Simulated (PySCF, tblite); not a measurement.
**C6H11BN2Si: geometry, infrared bands and NMR shifts**

What infrared bands and NMR shifts should C6H11BN2Si (`BN([SiH2]N)c1ccccc1`) show?

Computed with tblite 0.8.0 and PySCF 2.14.0, with density-fitted response routines of our own, on a single molecule in the gas phase. Atoms count from 0, in the outputs and in this text.

## Step 1: The molecule as given

21 atoms, charge 0, multiplicity 1; geometry from: force field or distance geometry start.

Bonds of the start (Å): B0–N1 1.54, N1–Si2 1.76, Si2–N3 1.76, N1–C4 1.42, C4–C5 1.41, C5–C6 1.39, C6–C7 1.39, C7–C8 1.37, C8–C9 1.39, C9–C4 1.37, B0–H10 1.19, B0–H11 1.18, Si2–H12 1.49, Si2–H13 1.49, N3–H14 1.03, N3–H15 1.06, C5–H16 1.08, C6–H17 1.09, C7–H18 1.08, C8–H19 1.09, C9–H20 1.10.

## Step 2: Geometry optimisation with GFN2-xTB

Job settings and geometry (Å):

```
{"job": {"kind": "relax", "xc": "GFN2-xTB", "basis": "xTB"}, "charge": 0, "multiplicity": 1}
B     -1.321800     2.205500     0.155700
N     -1.064000     0.692100     0.080300
Si    -2.457100    -0.387600     0.159900
N     -2.005000    -2.031000     0.618200
C      0.293600     0.297900    -0.006900
C      1.078200     0.935200    -0.984100
C      2.426300     0.630300    -1.135500
C      2.982900    -0.325100    -0.297800
C      2.229200    -0.962500     0.646800
C      0.881700    -0.648300     0.795500
H     -1.383500     2.788000     1.188400
H     -1.513300     2.727000    -0.882100
H     -3.468000     0.112900     1.139600
H     -3.112600    -0.315200    -1.178600
H     -1.435400    -2.505600    -0.097800
H     -2.848900    -2.608400     0.903600
H      0.666200     1.692500    -1.638400
H      3.025100     1.133000    -1.896200
H      4.022900    -0.577900    -0.400400
H      2.731500    -1.701200     1.270600
H      0.263200    -1.134900     1.558800
```

Launch:

```console
$ OMP_NUM_THREADS=1 python probes_run.py task.json out
```

One launch serves the whole session: the jobs run in the order shown.

**Question.** This job is followed by: GFN2-xTB harmonic vibrations, gas phase; GIAO PBE0/pcSseg-1 NMR shielding, non-relativistic, gas phase. What will the session give for the following? strongest single infrared mode (GFN2-xTB); zero-point energy (GFN2-xTB); ¹³C shifts against TMS (PBE0/pcSseg-1, means over atoms taken as alike); ¹H shifts against TMS (PBE0/pcSseg-1, means over atoms taken as alike); ¹¹B shifts against BF3·OEt2 (PBE0/pcSseg-1); ¹⁵N shifts against NH3 (PBE0/pcSseg-1); ²⁹Si shifts against TMS (PBE0/pcSseg-1); surface potential, 1st and 99th percentile.

The runs gave:

| quantity | value |
| --- | --- |
| strongest single infrared mode (GFN2-xTB) | 2214 cm⁻¹, 429 km/mol |
| zero-point energy (GFN2-xTB) | 98.7 kcal/mol |
| ¹³C shifts against TMS (PBE0/pcSseg-1, means over atoms taken as alike) | 155.9, 133.3, 133.3, 129.8 ppm |
| ¹H shifts against TMS (PBE0/pcSseg-1, means over atoms taken as alike) | 7.62, 7.47, 7.45, 5.60, 5.31, -0.29 ppm |
| ¹¹B shifts against BF3·OEt2 (PBE0/pcSseg-1) | 43.5 ppm |
| ¹⁵N shifts against NH3 (PBE0/pcSseg-1) | 169.2, 16.7 ppm |
| ²⁹Si shifts against TMS (PBE0/pcSseg-1) | -27.7 ppm |
| surface potential, 1st and 99th percentile | -0.91 V and 1.58 V |

The optimisation took 192 steps and gained 1.238 eV; among the close pairs (by a distance rule), B0–N1 changed most, from 1.537 to 1.397 Å. All 57 modes are real, so the xTB geometry is a minimum. The strongest single mode, at 2214 cm⁻¹, moves mainly H12 and H13. GFN2-xTB is a fitted tight-binding method: band positions and strengths are rough. Its intensities can rank the bands wrongly. NICS(1)zz of -28 ppm above the planar ring from C4 marks a diatropic (aromatic) ring current. At PBE0/pcSseg-1, counted by nearest atom on the grid, the HOMO lies on C4, C7 about 20 % each; C9 12 %, the LUMO on B0 25 %; 4 C atoms about 9 % each.
